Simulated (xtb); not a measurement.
# GFN2-xTB run of SiNHCl2F (SMILES [NH][Si](F)(Cl)Cl)

Wanted: an optimisation with harmonic vibrations of SiNHCl2F. 

The calculation is run with xtb 6.7.1.

15 further runs of the same task are left out: 15 set aside as unsound or not needed.

## Step 1: Starting point

SiNHCl2F has 6 atoms, charge 0, and is taken as a doublet. As SMILES, `[NH][Si](F)(Cl)Cl`. The coordinates come from a PBE0-D4/def2-TZVP relaxation. This is one conformer, not always the lowest. The run starts from this shape.

Bond lengths: N1–Si2 1.723 Å, Si2–F3 1.584 Å, Si2–Cl4 2.019 Å, Si2–Cl5 2.020 Å, N1–H6 1.022 Å. Angles: N1–Si2–F3 114.8°, N1–Si2–Cl4 107.8°, N1–Si2–Cl5 107.5°, F3–Si2–Cl4 107.6°, F3–Si2–Cl5 107.7°, Cl4–Si2–Cl5 111.7°, Si2–N1–H6 115.7°.

## Step 2: An optimisation with harmonic vibrations at GFN2-xTB

The input, xcontrol:

```
$chrg 0
$spin 1
$end
```

The input, geom.xyz:

```xyz
6
start
N     -0.415400     0.453200     1.234200
Si     0.030600    -0.084600    -0.340700
F      1.321500    -1.001100    -0.388300
Cl    -1.507900    -1.160600    -1.083100
Cl     0.401800     1.555400    -1.459300
H      0.211400     0.173700     1.991100
```

The run is started by

```bash
$ xtb geom.xyz --ohess vtight -I xcontrol > geom.out
```

What values should one expect? Wanted: total energy at the end; dipole moment; HOMO energy; LUMO energy; dispersion energy; mean polarisability; lowest harmonic wavenumber; highest harmonic wavenumber; zero-point energy.

Answer, from the run:

Level: GFN2-xTB.

| quantity | value |
| --- | --- |
| total energy at the end | -19.05479 Eh |
| dipole moment | 0.96 D |
| HOMO energy (partly filled) | -11.96 eV |
| LUMO energy | -4.66 eV |
| dispersion energy | -13.51 kJ/mol |
| mean polarisability (D4 model) | 70.7 bohr³ |
| lowest harmonic wavenumber | 115 cm⁻¹ |
| highest harmonic wavenumber | 3478 cm⁻¹ |
| zero-point energy | 47.4 kJ/mol |

In words: At the final geometry: Bond lengths: N1–Si2 1.672 Å, Si2–F3 1.612 Å, Si2–Cl4 2.012 Å, Si2–Cl5 2.013 Å, N1–H6 1.006 Å. Angles: N1–Si2–F3 117.0°, N1–Si2–Cl4 108.3°, N1–Si2–Cl5 108.2°, F3–Si2–Cl4 105.5°, F3–Si2–Cl5 105.5°, Cl4–Si2–Cl5 112.4°, Si2–N1–H6 127.9°. All 12 modes are real, so the shape is a minimum at this level. Mulliken charges run from -0.30 on N1 to +0.60 on Si2.
